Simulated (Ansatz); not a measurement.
# CH3FSiTe: the cost of one run

Method: RKS PBE0-D4/def2-SVP; program: Ansatz 0.2.0.

### Step 1. Where the work starts

SMILES `FC1[SiH2][Te]1`, 7 atoms, charge 0, spin multiplicity 1.

Atoms are counted from 1 here; the program's logs count them from 0.

Bond lengths: F1–C2 1.359 Å, C2–Si3 1.883 Å, C2–Te4 2.303 Å, C2–H5 1.107 Å, Si3–Te4 2.468 Å, Si3–H6 1.498 Å, Si3–H7 1.501 Å. Angles: F1–C2–Si3 119.9°, F1–C2–Te4 115.8°, F1–C2–H5 111.5°, Si3–C2–Te4 71.5°, Si3–C2–H5 122.5°, Te4–C2–H5 108.2°, C2–Si3–Te4 62.2°, C2–Si3–H6 115.1°, C2–Si3–H7 118.5°, Te4–Si3–H6 119.0°, Te4–Si3–H7 119.7°, H6–Si3–H7 113.1°, C2–Te4–Si3 46.3°.

Coordinates:

```xyz
7

F    -1.17957   -1.46883    0.64475
C    -0.36151   -0.83083   -0.23306
Si    0.55071    0.72884    0.29814
Te   -1.28394    0.96844   -1.33576
H     0.04475   -1.52952   -0.98983
H     0.31823    1.14982    1.71697
H     1.97264    0.91409   -0.14692
```

This geometry comes from a loose relaxation at PBE in a small basis, which is not shown.

### Step 3. Plan of the scan

- bond length Si3–H6: 7 values from 1.278 to 2.080 Å
- angle H7–Si3–H6: 7 values from 68.5 to 158.5 °

Nothing else is relaxed (all other coordinates rigid). Energies count from the relaxed molecule at the same level.

(The set-up runs are not shown.)

### Step 4. Grid point bond length Si3–H6 = 1.947 Å, angle H7–Si3–H6 = 83.5°

input.yaml

```yaml
crystal:
  periodic: [false, false, false]
  atoms:
    - { symbol: F, position_ang: [-1.175083, -1.452148, 0.631879] }
    - { symbol: C, position_ang: [-0.364798, -0.819237, -0.238999] }
    - { symbol: Si, position_ang: [0.550788, 0.720911, 0.300392] }
    - { symbol: Te, position_ang: [-1.274698, 0.947883, -1.315625] }
    - { symbol: H, position_ang: [0.050659, -1.516026, -0.979152] }
    - { symbol: H, position_ang: [0.243768, 1.276584, 2.140983] }
    - { symbol: H, position_ang: [1.94754, 1.152975, 0.581214] }
basis:
  gaussian: { orbitals: def2-SVP }
hamiltonian:
  xc: pbe0
  dispersion: d4
output:
  forces: true
```

Run with:

```sh
ansatz run input.yaml --threads 1 --pin off --max-ram 2560MiB --backend cpu --events-out ev --progress --plain --runs-dir out
```

Q: Estimate wall time and peak memory on 1 thread of Intel Xeon at 2.50GHz (Skylake/Cascade Lake), shared host.

About 8.4 s, with a peak of 0.18 GiB.
